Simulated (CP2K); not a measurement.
# HPbNO4 (P1) in CP2K: notebook, part 2 of 2

CP2K 2026.2. The steps go on from the part before.

### Step 4. Band structure, LDA

The input, hpbno4_bands.inp:

```
&GLOBAL
  PROJECT hpbno4_bands
  RUN_TYPE ENERGY_FORCE
  PRINT_LEVEL LOW
&END GLOBAL
&FORCE_EVAL
  METHOD QS
  STRESS_TENSOR ANALYTICAL
  &DFT
    BASIS_SET_FILE_NAME BASIS_MOLOPT_UZH
    POTENTIAL_FILE_NAME POTENTIAL_UZH
    &MGRID
      CUTOFF 1000
      REL_CUTOFF 60
      NGRIDS 5
    &END MGRID
    &QS
      METHOD GPW
      EPS_DEFAULT 1.0E-9
    &END QS
    &KPOINTS
      SCHEME MONKHORST-PACK 7 7 5
      GAMMA_CENTERED T
      SYMMETRY T
      SYMMETRY_BACKEND SPGLIB
    &END KPOINTS
    &SCF
      SCF_GUESS ATOMIC
      EPS_SCF 1.0E-6
      MAX_SCF 100
      ADDED_MOS 20
      CHOLESKY OFF
      EPS_EIGVAL 1.0E-7
      &DIAGONALIZATION ON
        ALGORITHM STANDARD
      &END DIAGONALIZATION
      &MIXING ON
        METHOD BROYDEN_MIXING
        ALPHA 0.4
        BETA 1.5
        NBUFFER 8
      &END MIXING
      &SMEAR ON
        METHOD FERMI_DIRAC
        ELECTRONIC_TEMPERATURE [K] 580.226
      &END SMEAR
    &END SCF
    &XC
      &XC_FUNCTIONAL
        &LDA_X
        &END LDA_X
        &LDA_C_PW
        &END LDA_C_PW
      &END XC_FUNCTIONAL
    &END XC
    &PRINT
      &KPOINTS ON
      &END KPOINTS
      &MULLIKEN ON
      &END MULLIKEN
      &MO ON
        ENERGIES T
        OCCUPATION_NUMBERS T
        &EACH
          QS_SCF 0
        &END EACH
        ADD_LAST NUMERIC
      &END MO
      &LOWDIN ON
      &END LOWDIN
      &HIRSHFELD ON
        SHAPE_FUNCTION DENSITY
      &END HIRSHFELD
      &BAND_STRUCTURE
        FILE_NAME bands.bs
        ADDED_MOS 4
        &KPOINT_SET
          UNITS B_VECTOR
          NPOINTS 6
          SPECIAL_POINT X 0.00000000 0.00000000 0.50000000
          SPECIAL_POINT GAMMA 0.00000000 0.00000000 0.00000000
          SPECIAL_POINT Y 0.50000000 0.00000000 0.00000000
        &END KPOINT_SET
        &KPOINT_SET
          UNITS B_VECTOR
          NPOINTS 6
          SPECIAL_POINT L 0.50000000 0.00000000 0.50000000
          SPECIAL_POINT GAMMA 0.00000000 0.00000000 0.00000000
          SPECIAL_POINT Z 0.00000000 0.50000000 0.00000000
        &END KPOINT_SET
        &KPOINT_SET
          UNITS B_VECTOR
          NPOINTS 6
          SPECIAL_POINT N 0.00000000 0.50000000 0.50000000
          SPECIAL_POINT GAMMA 0.00000000 0.00000000 0.00000000
          SPECIAL_POINT M 0.50000000 0.50000000 0.00000000
        &END KPOINT_SET
        &KPOINT_SET
          UNITS B_VECTOR
          NPOINTS 6
          SPECIAL_POINT R 0.50000000 0.50000000 0.50000000
          SPECIAL_POINT GAMMA 0.00000000 0.00000000 0.00000000
        &END KPOINT_SET
      &END BAND_STRUCTURE
    &END PRINT
  &END DFT
  &SUBSYS
    &CELL
      A 4.2040661877 0.0000000000 0.0000000000
      B 2.0217232438 3.8395127204 0.0000000000
      C 2.0468647314 1.2790005870 6.2813113421
      PERIODIC XYZ
    &END CELL
    &COORD
      H   6.4119196665 3.4217856742 3.9444122704
      Pb  4.2925393267 4.6958548523 5.5496641970
      N   2.2802328939 1.4940090333 1.8951344450
      O   6.4140118934 3.5006338056 4.9248621578
      O   2.3103764040 1.0037460631 0.7094741161
      O   2.3185398615 0.7237994841 2.8803581290
      O   2.2112632001 2.7408091872 2.0272932357
    &END COORD
    &KIND H
      BASIS_SET TZVP-MOLOPT-PBE-GTH-q1
      POTENTIAL GTH-PBE-q1
    &END KIND
    &KIND Pb
      BASIS_SET TZVP-MOLOPT-PBE-GTH-q4
      POTENTIAL GTH-PBE-q4
    &END KIND
    &KIND N
      BASIS_SET TZVP-MOLOPT-PBE-GTH-q5
      POTENTIAL GTH-PBE-q5
    &END KIND
    &KIND O
      BASIS_SET TZVP-MOLOPT-PBE-GTH-q6
      POTENTIAL GTH-PBE-q6
    &END KIND
    &PRINT
      &ATOMIC_COORDINATES ON
      &END ATOMIC_COORDINATES
      &CELL ON
      &END CELL
    &END PRINT
  &END SUBSYS
  &PRINT
    &FORCES ON
    &END FORCES
    &STRESS_TENSOR ON
    &END STRESS_TENSOR
  &END PRINT
&END FORCE_EVAL
```

Command:

```bash
> OMP_NUM_THREADS=4 cp2k.psmp -i hpbno4_bands.inp -o hpbno4_bands.out
```

Wall time 32 s (4 threads of AMD EPYC 9R45 (Zen 5), shared host); peak memory 0.96 GiB.

It converged, with:

| Property | Result |
| --- | --- |
| Free energy | -2117.0860 eV |
| Pressure | -1.2 GPa |
| Largest force | 0.806 eV/Å |
| Band gap on the k mesh | 2.64 eV, indirect (least direct gap 2.67 eV) |
| Band gap along the path | 2.91 eV, direct |
| Mulliken charges | H +0.40; Pb +1.44; N +0.75; O -1.02, -0.59, -0.46, -0.51 e |
| Hirshfeld charges | H +0.07; Pb +0.52; N +0.24; O -0.34, -0.18, -0.16, -0.15 e |

Forces on the atoms (eV/Å):
```
H   -0.003 -0.069 -0.803
Pb   0.011  0.103  0.119
N   -0.001 -0.003 -0.034
O   -0.013 -0.016  0.657
O    0.008 -0.123 -0.307
O    0.018 -0.323  0.279
O   -0.019  0.429  0.088
```

Stress tensor (GPa, compression positive):
```
-1.94  0.03  0.03
 0.03 -1.24 -0.15
 0.03 -0.15 -0.49
```

Levels at the corners of the path, in eV from the valence-band top:
| point | band 15 | band 16 | band 17 | band 18 | band 19 | band 20 |
| --- | --- | --- | --- | --- | --- | --- |
| X | -1.56 | -1.32 | -0.92 | 3.46 | 3.64 | 5.63 |
| Γ | -1.66 | -1.44 | -0.74 | 3.57 | 4.29 | 5.64 |
| Y | -1.54 | -0.70 | -0.14 | 3.08 | 4.51 | 5.59 |
| L | -1.70 | -0.57 | -0.16 | 3.23 | 4.04 | 5.41 |
| Γ | -1.66 | -1.44 | -0.74 | 3.57 | 4.29 | 5.64 |
| Z | -1.46 | -0.63 | 0.00 | 2.91 | 4.01 | 5.26 |
| N | -1.49 | -0.41 | -0.13 | 2.95 | 3.82 | 5.65 |
| Γ | -1.66 | -1.44 | -0.74 | 3.57 | 4.29 | 5.64 |
| M | -1.73 | -0.61 | -0.21 | 3.19 | 4.07 | 5.51 |
| R | -1.61 | -0.76 | -0.17 | 3.01 | 4.60 | 5.67 |
| Γ | -1.66 | -1.44 | -0.74 | 3.57 | 4.29 | 5.64 |

Caveat: Mulliken charges move with the basis; the potentials were made for another functional, which shifts forces and pressure; spin-orbit coupling is left out, which as a rule narrows the gap of such compounds by several tenths of an eV; the basis of atomic orbitals isn't converged, which shifts pressures, moduli and gaps. LDA gaps usually lie below the measured ones, often by a third to a half.

### Step 5. Band structure, PBEsol

Edit hpbno4_bands.inp of step 4 so:

```diff
@@ -49,6 +49,6 @@
       &XC_FUNCTIONAL
-        &LDA_X
-        &END LDA_X
-        &LDA_C_PW
-        &END LDA_C_PW
+        &GGA_X_PBE_SOL
+        &END GGA_X_PBE_SOL
+        &GGA_C_PBE_SOL
+        &END GGA_C_PBE_SOL
       &END XC_FUNCTIONAL
```

Command:

```bash
> OMP_NUM_THREADS=4 cp2k.psmp -i hpbno4_bands.inp -o hpbno4_bands.out
```

It took 36 s on 4 threads of AMD EPYC 9R45 (Zen 5), shared host; peak memory 0.99 GiB.

Results (log left out):

* Free energy: -2118.8251 eV
* Pressure: -0.1 GPa
* Largest force: 0.513 eV/Å
* Band gap on the k mesh: 2.70 eV, indirect (least direct gap 2.73 eV)
* Band gap along the path: 2.96 eV, direct
* Mulliken charges: H +0.40; Pb +1.43; N +0.79; O -1.01, -0.60, -0.47, -0.52 e
* Hirshfeld charges: H +0.07; Pb +0.54; N +0.24; O -0.34, -0.18, -0.17, -0.16 e

Forces on the atoms (eV/Å):
```
H   -0.002 -0.038 -0.511
Pb   0.010  0.085  0.108
N   -0.004  0.030 -0.006
O   -0.011 -0.032  0.421
O    0.009 -0.123 -0.324
O    0.017 -0.289  0.268
O   -0.018  0.366  0.034
```

Stress tensor (GPa, compression positive):
```
-0.72  0.02  0.03
 0.02  0.02 -0.06
 0.03 -0.06  0.53
```

Levels at the corners of the path, in eV from the valence-band top:
```
point  band 14  band 15  band 16  band 17  band 18  band 19  band 20  band 21
    X    -1.56    -1.53    -1.31    -0.89     3.49     3.77     5.61     6.49
    Γ    -2.06    -1.64    -1.42    -0.70     3.60     4.35     5.64     6.42
    Y    -1.94    -1.51    -0.67    -0.14     3.13     4.54     5.59     6.72
    L    -1.96    -1.67    -0.53    -0.18     3.27     4.08     5.42     6.70
    Γ    -2.06    -1.64    -1.42    -0.70     3.60     4.35     5.64     6.42
    Z    -1.55    -1.43    -0.60     0.00     2.96     4.06     5.26     7.23
    N    -1.96    -1.45    -0.39    -0.13     3.00     3.86     5.66     7.31
    Γ    -2.06    -1.64    -1.42    -0.70     3.60     4.35     5.64     6.42
    M    -1.85    -1.69    -0.58    -0.22     3.23     4.11     5.52     6.58
    R    -1.86    -1.58    -0.73    -0.16     3.05     4.62     5.67     6.60
    Γ    -2.06    -1.64    -1.42    -0.70     3.60     4.35     5.64     6.42
```

Caveat: Mulliken charges move with the basis; the potentials were made for another functional, which shifts forces and pressure; spin-orbit coupling is left out, which as a rule narrows the gap of such compounds by several tenths of an eV; the basis of atomic orbitals isn't converged, which shifts pressures, moduli and gaps.

### Step 6. Band structure, RPBE

Edit hpbno4_bands.inp of step 5 so:

```diff
@@ -49,6 +49,6 @@
       &XC_FUNCTIONAL
-        &GGA_X_PBE_SOL
-        &END GGA_X_PBE_SOL
-        &GGA_C_PBE_SOL
-        &END GGA_C_PBE_SOL
+        &GGA_X_RPBE
+        &END GGA_X_RPBE
+        &GGA_C_PBE
+        &END GGA_C_PBE
       &END XC_FUNCTIONAL
```

Potentials or basis: POTENTIAL_UZH H GTH-PBE-q1, Pb GTH-PBE-q4, N GTH-PBE-q5, O GTH-PBE-q6; TZVP-MOLOPT-PBE-GTH basis.

Command:

```bash
> OMP_NUM_THREADS=4 cp2k.psmp -i hpbno4_bands.inp -o hpbno4_bands.out
```

hpbno4_bands.out:

```text

 CP2K| version string:                                       CP2K version 2026.2
 CP2K| Input file name                                          hpbno4_bands.inp

 GLOBAL| Force Environment number                                              1
 GLOBAL| Basis set file name                                    BASIS_MOLOPT_UZH
 GLOBAL| Potential file name                                       POTENTIAL_UZH
 GLOBAL| MM Potential file name                                     MM_POTENTIAL
 GLOBAL| Coordinate file name                                      __STD_INPUT__
 GLOBAL| Method name                                                        CP2K
 GLOBAL| Project name                                               hpbno4_bands
 GLOBAL| Run type                                                   ENERGY_FORCE
 GLOBAL| FFT library                                                       FFTW3
[... 5 lines left out ...]
 GLOBAL| Global print level                                                  LOW
 GLOBAL| Total number of message passing processes                             1
 GLOBAL| Number of threads for this process                                    4
 GLOBAL| CPU model name                          AMD EPYC 9R45 96-Core Processor

 CELL| Volume [angstrom^3]:                                           101.390199
 CELL| Vector a [angstrom]:       4.204     0.000     0.000   |a| =     4.204066
 CELL| Vector b [angstrom]:       2.022     3.840     0.000   |b| =     4.339265
 CELL| Vector c [angstrom]:       2.047     1.279     6.281   |c| =     6.729069
 CELL| Angle (b,c), alpha [degree]:                                    71.946597
 CELL| Angle (a,c), beta  [degree]:                                    72.291015
 CELL| Angle (a,b), gamma [degree]:                                    62.230627
 CELL| Numerically orthorhombic:                                              NO
 CELL| Periodicity                                                           XYZ

 CELL_REF| Volume [angstrom^3]:                                       101.390199
 CELL_REF| Vector a [angstrom     4.204     0.000     0.000   |a| =     4.204066
 CELL_REF| Vector b [angstrom     2.022     3.840     0.000   |b| =     4.339265
 CELL_REF| Vector c [angstrom     2.047     1.279     6.281   |c| =     6.729069
 CELL_REF| Angle (b,c), alpha [degree]:                                71.946597
 CELL_REF| Angle (a,c), beta  [degree]:                                72.291015
 CELL_REF| Angle (a,b), gamma [degree]:                                62.230627
 CELL_REF| Numerically orthorhombic:                                          NO
 CELL_REF| Periodicity                                                       XYZ
[... 9 lines left out ...]
 TOTAL NUMBERS AND MAXIMUM NUMBERS

[... 792 lines left out ...]

 LOWDIN POPULATION ANALYSIS

 #  Atom  Element  Kind  Atomic population                           Net charge
       1     H        1          1.397335                             -0.397335
       2     Pb       2          3.311484                              0.688516
       3     N        3          5.349157                             -0.349157
       4     O        4          6.015157                             -0.015157
       5     O        4          6.014154                             -0.014154
       6     O        4          5.973804                              0.026196
       7     O        4          5.938909                              0.061091
 # Total charge                             34.000000                  0.000000

 KPOINTS| Band Structure Calculation
 KPOINTS| Number of k-point sets                                               4
 KPOINTS| Number of added MOs/bands                                            4
 KPOINTS| Number of k-points in set    1                                      13
 KPOINTS| In units of b-vector [2pi/Bohr]
 KPOINTS| Special point     1           X     0.000000     0.000000     0.500000
 KPOINTS| Special point     2       GAMMA     0.000000     0.000000     0.000000
 KPOINTS| Special point     3           Y     0.500000     0.000000     0.000000
 KPOINTS| Number of k-points in set    2                                      13
 KPOINTS| In units of b-vector [2pi/Bohr]
 KPOINTS| Special point     1           L     0.500000     0.000000     0.500000
 KPOINTS| Special point     2       GAMMA     0.000000     0.000000     0.000000
 KPOINTS| Special point     3           Z     0.000000     0.500000     0.000000
 KPOINTS| Number of k-points in set    3                                      13
 KPOINTS| In units of b-vector [2pi/Bohr]
 KPOINTS| Special point     1           N     0.000000     0.500000     0.500000
 KPOINTS| Special point     2       GAMMA     0.000000     0.000000     0.000000
 KPOINTS| Special point     3           M     0.500000     0.500000     0.000000
 KPOINTS| Number of k-points in set    4                                       7
 KPOINTS| In units of b-vector [2pi/Bohr]
 KPOINTS| Special point     1           R     0.500000     0.500000     0.500000
 KPOINTS| Special point     2       GAMMA     0.000000     0.000000     0.000000

 ENERGY| Total FORCE_EVAL ( QS ) energy [hartree]            -78.193484733849886

 FORCES| Atomic forces [hartree/bohr]
 FORCES|   Atom     x               y               z               |f|
 FORCES|      1  1.07324004E-05  3.64501771E-04 -5.02320228E-04   6.20727265E-04
 FORCES|      2  1.12620450E-04  1.23057065E-03  1.46851336E-03   1.91924958E-03
 FORCES|      3 -1.05705227E-04  6.57721100E-04 -7.76959424E-05   6.70676747E-04
 FORCES|      4 -1.02499634E-04 -9.69727548E-04  5.06389585E-04   1.09877573E-03
 FORCES|      5  2.35869200E-04 -3.42263933E-03 -1.00229292E-02   1.05938286E-02
 FORCES|      6  5.85130739E-05 -7.32877917E-03  8.20892166E-03   1.10045819E-02
 FORCES|      7 -3.14922313E-04  1.01014048E-02  9.36538577E-04   1.01496137E-02
 FORCES| Sum    -1.05392050E-04  6.33052246E-04  5.17417830E-04
 FORCES| Total atomic force                                       8.24368753E-04

 STRESS| Analytical stress tensor [bar]
 STRESS|                        x                   y                   z
 STRESS|      x        1.90183423913E+04  -6.86070815596E+02   1.63348341849E+02
 STRESS|      y       -6.86070815596E+02   3.67797593870E+04  -4.49572831116E+02
 STRESS|      z        1.63348341849E+02  -4.49572831116E+02   3.87002786866E+04
 STRESS| 1/3 Trace                                             3.14994601550E+04
 STRESS| Determinant                                           2.70475196685E+13

 STRESS| Eigenvectors and eigenvalues of the analytical stress tensor [bar]
 STRESS|                        1                   2                   3
 STRESS| Eigenvalues   1.89908002670E+04   3.67024164738E+04   3.88051637241E+04
 STRESS|      x           0.999236894584     -0.035748609847      0.015737388496
 STRESS|      y           0.038350609115      0.974350541810     -0.221743663843
 STRESS|      z          -0.007406705283      0.222177988487      0.974977990597
```

bands.bs:

```text
# Set 1: 3 special points, 13 k-points, 41 bands
#  Special point 1          0.00000000     0.00000000     0.50000000  X
#  Special point 2          0.00000000     0.00000000     0.00000000  GAMMA
#  Special point 3          0.50000000     0.00000000     0.00000000  Y
#  Point 1      Spin 1:     0.00000000     0.00000000     0.50000000       0.07692308
#   Band    Energy [eV]     Occupation
       1   -25.04001181     2.00000000
[... 1468 lines left out ...]
#   Band    Energy [eV]     Occupation
       1   -25.03320043     2.00000000
       2   -19.65457011     2.00000000
       3   -19.31568596     2.00000000
       4   -16.70517684     2.00000000
       5    -9.18669746     2.00000000
       6    -6.93965189     2.00000000
       7    -6.79190125     2.00000000
       8    -6.57322929     2.00000000
       9    -5.24874928     2.00000000
      10    -3.10847832     2.00000000
      11    -1.59130645     2.00000000
      12    -1.40131585
```

Run time: 37 s. Hardware: 4 threads of AMD EPYC 9R45 (Zen 5), shared host; peak memory 1 GiB.

Results:

| Property | Result |
| --- | --- |
| Free energy | -2127.7529 eV |
| Pressure | 3.1 GPa |
| Largest force | 0.566 eV/Å |
| Band gap on the k mesh | 2.79 eV, indirect (least direct gap 2.81 eV) |
| Band gap along the path | 3.03 eV, direct |
| Mulliken charges | H +0.39; Pb +1.46; N +0.81; O -1.03, -0.62, -0.48, -0.53 e |
| Hirshfeld charges | H +0.08; Pb +0.57; N +0.25; O -0.36, -0.19, -0.17 e |

Forces in eV/Å, atoms in the order of the input:
```
H    0.001  0.019 -0.026
Pb   0.006  0.063  0.076
N   -0.005  0.034 -0.004
O   -0.005 -0.050  0.026
O    0.012 -0.176 -0.515
O    0.003 -0.377  0.422
O   -0.016  0.519  0.048
```

Levels at the corners of the path, in eV from the valence-band top:
```csv
point,band 15,band 16,band 17,band 18,band 19,band 20
X,-1.47,-1.26,-0.84,3.53,3.98,5.66
Γ,-1.56,-1.33,-0.66,3.63,4.51,5.68
Y,-1.44,-0.62,-0.13,3.20,4.68,5.64
L,-1.58,-0.50,-0.17,3.32,4.25,5.51
Γ,-1.56,-1.33,-0.66,3.63,4.51,5.68
Z,-1.37,-0.56,0.00,3.03,4.23,5.35
N,-1.39,-0.36,-0.11,3.06,4.01,5.74
Γ,-1.56,-1.33,-0.66,3.63,4.51,5.68
M,-1.61,-0.54,-0.22,3.28,4.27,5.62
R,-1.51,-0.69,-0.16,3.13,4.75,5.72
Γ,-1.56,-1.33,-0.66,3.63,4.51,5.68
```

Caveat: Mulliken charges move with the basis; the potentials were made for another functional, which shifts forces and pressure; spin-orbit coupling is left out, which as a rule narrows the gap of such compounds by several tenths of an eV; the basis of atomic orbitals isn't converged, which shifts pressures, moduli and gaps.

### Step 7. The reference run

An earlier run on the cell as given: functional PBE; potentials or basis POTENTIAL_UZH H GTH-PBE-q1, Pb GTH-PBE-q4, N GTH-PBE-q5, O GTH-PBE-q6; TZVP-MOLOPT-PBE-GTH basis; density cutoff 8163 eV; k mesh 7 × 7 × 5; occupations fermi-dirac, width 0.05 eV; no spin polarisation.

* Pressure: 1.6 GPa
* Band gap on the k mesh: 2.74 eV, indirect (least direct gap 2.76 eV)
* Mulliken charges: H +0.39; Pb +1.44; N +0.78; O -1.01, -0.61, -0.47, -0.52 e
* Hirshfeld charges: H +0.07; Pb +0.56; N +0.25; O -0.35, -0.19, -0.17, -0.16 e

### Step 8. The runs side by side

```csv
task,level,EPS_DEFAULT,points a segment of the path (NPOINTS),bands added on the path,MPI ranks,CUTOFF of the grids,gap on the mesh (eV),pressure (GPa),largest force (eV/Å)
band structure,SCAN,1.0E-9,6,4,4,1000 Ry,3.03,-0.3,-
band structure,vdW-DF-cx,1.0E-9,6,4,4,1000 Ry,2.75,1.1,-
band structure,LDA,1.0E-9,6,4,-,1000 Ry,2.64,-1.2,0.81
band structure,PBEsol,1.0E-9,6,4,-,1000 Ry,2.70,-0.1,0.51
band structure,RPBE,1.0E-9,6,4,-,1000 Ry,2.79,3.1,0.57
single point,PBE,1.0E-10,-,-,-,600 Ry,2.74,1.6,-
```

Alike in all rows: potentials or basis POTENTIAL_UZH H GTH-PBE-q1, Pb GTH-PBE-q4, N GTH-PBE-q5, O GTH-PBE-q6; TZVP-MOLOPT-PBE-GTH basis; no spin polarisation; cell as given; k mesh 7 × 7 × 5; smearing fermi-dirac 0.05 eV.

Caveats: spin-orbit coupling is left out, which as a rule narrows the gap of such compounds by several tenths of an eV; the basis of atomic orbitals isn't converged, which shifts pressures, moduli and gaps; the potentials were made for another functional, which shifts forces and pressure (some runs); the forces don't sum to zero, a sign of grid noise (some runs); an odd mesh through Γ misses points on the zone boundary, where band edges often lie (some runs).

Absolute energies hang on the potentials; compare differences alone.
